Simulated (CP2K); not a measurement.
**BiTe in CP2K: the effect of functional**

BiTe:

```xyz
2
Lattice="4.5750 0.0000 0.0000 2.2875 3.9620 0.0000 2.2875 1.3207 3.7355" Properties=species:S:1:pos:R:3 pbc="T T T"
Bi    0.0000    0.0000    0.0000
Te    4.5750    2.6414    1.8677
```

Alike in all runs:

* Program: CP2K 2026.2
* Task: band structure
* Potentials or basis: POTENTIAL_UZH Bi GTH-PBE-q5, Te GTH-PBE-q6; TZVP-MOLOPT-PBE-GTH basis
* Density cutoff: 9184 eV
* k mesh: 7 × 7 × 7
* Occupations: fermi-dirac, width 0.05 eV
* Spin: no spin polarisation

Task: One run gave: pressure 5.0 GPa. Which functional did it use?
A. BLYP
B. HLE16
C. PBEsol
D. LDA
E. vdW-DF2

Result: A.

```tsv
functional	pressure (GPa)
LDA	0.3
PBEsol	0.3
HLE16	-6.1
BLYP	5.0
vdW-DF2	6.3
TPSS	2.2
```

Caveats: the potentials were made for another functional, which shifts forces and pressure; the basis of atomic orbitals isn't converged, which shifts pressures, moduli and gaps; the potentials were made for a functional far from this one (some runs).

Runs at the PBE level aren't shown here.
